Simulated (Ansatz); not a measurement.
# CH7BOS: the cost of one run

Method: RKS PBE-D4/6-31G*, in Ansatz 0.2.0.

## (1) The structure to begin with

Bond lengths: B1–O2 1.760 Å, O2–H3 1.010 Å, B1–H4 1.190 Å, B1–C5 1.600 Å, C5–H6 1.110 Å, C5–H7 1.110 Å, C5–H8 1.110 Å, B1–S9 2.190 Å, S9–H10 1.400 Å, O2–H11 1.122 Å, S9–H11 1.382 Å. Angles (14 of 19 angles, heavy atoms first): O2–B1–C5 120.0°, O2–B1–S9 71.6°, C5–B1–S9 101.3°, B1–O2–H3 109.5°, B1–O2–H11 86.3°, O2–B1–H4 120.0°, H4–B1–C5 120.0°, H4–B1–S9 96.8°, B1–C5–H6 109.5°, B1–C5–H7 109.5°, B1–C5–H8 109.5°, B1–S9–H10 109.5°, B1–S9–H11 64.5°, O2–H11–S9 137.6°.

Coordinates:

```xyz
11

B     0.0000    0.0000    0.0000
O     0.0000    0.0000    1.7600
H    -0.9095   -0.2814    2.0971
H     1.0305    0.0000   -0.5950
C    -1.3856    0.0000   -0.8000
H    -1.9458   -0.9305   -0.5708
H    -1.9898    0.8797   -0.4946
H    -1.1839    0.0508   -1.8903
S     0.0982    2.0760    0.6906
H     0.6507    2.1151    1.9763
H     0.0529    1.1186    1.6867
```

## (2) A restrained relaxation towards end A

Springs on the bonds that form and break draw the guess towards this end; the thresholds are loose.

input.yaml

```yaml
crystal:
  periodic: [false, false, false]
  atoms:
    - { symbol: B, position_ang: [0.0, 0.0, 0.0] }
    - { symbol: O, position_ang: [0.0, 0.0, 1.76] }
    - { symbol: H, position_ang: [-0.9095, -0.2814, 2.0971] }
    - { symbol: H, position_ang: [1.0305, 0.0, -0.595] }
    - { symbol: C, position_ang: [-1.3856, 0.0, -0.8] }
    - { symbol: H, position_ang: [-1.9458, -0.9305, -0.5708] }
    - { symbol: H, position_ang: [-1.9898, 0.8797, -0.4946] }
    - { symbol: H, position_ang: [-1.1839, 0.0508, -1.8903] }
    - { symbol: S, position_ang: [0.0982, 2.076, 0.6906] }
    - { symbol: H, position_ang: [0.6507, 2.1151, 1.9763] }
    - { symbol: H, position_ang: [0.0529, 1.1186, 1.6867] }
basis:
  gaussian: { orbitals: "6-31G*" }
hamiltonian:
  xc: pbe
  dispersion: d4
relax:
  f_tol: 0.15
  max_steps: 25
  restrain:
    - { distance: [0, 8], at: 3.09, k: 30.0 }
    - { distance: [10, 1], at: 2.21, k: 30.0 }
    - { distance: [0, 1], at: 1.41, k: 30.0 }
    - { distance: [10, 8], at: 1.4, k: 30.0 }
output:
  orbitals: {}
```

Run with:

```sh
ansatz run input.yaml --threads 1 --pin off --max-ram 2048MiB --backend cpu --events-out ev --progress --plain --runs-dir out
```

**Question.** How long does this run take on 1 thread of Arm Neoverse V1, shared host, and how much memory does it need?

About 52 s, with a peak of 0.14 GiB.
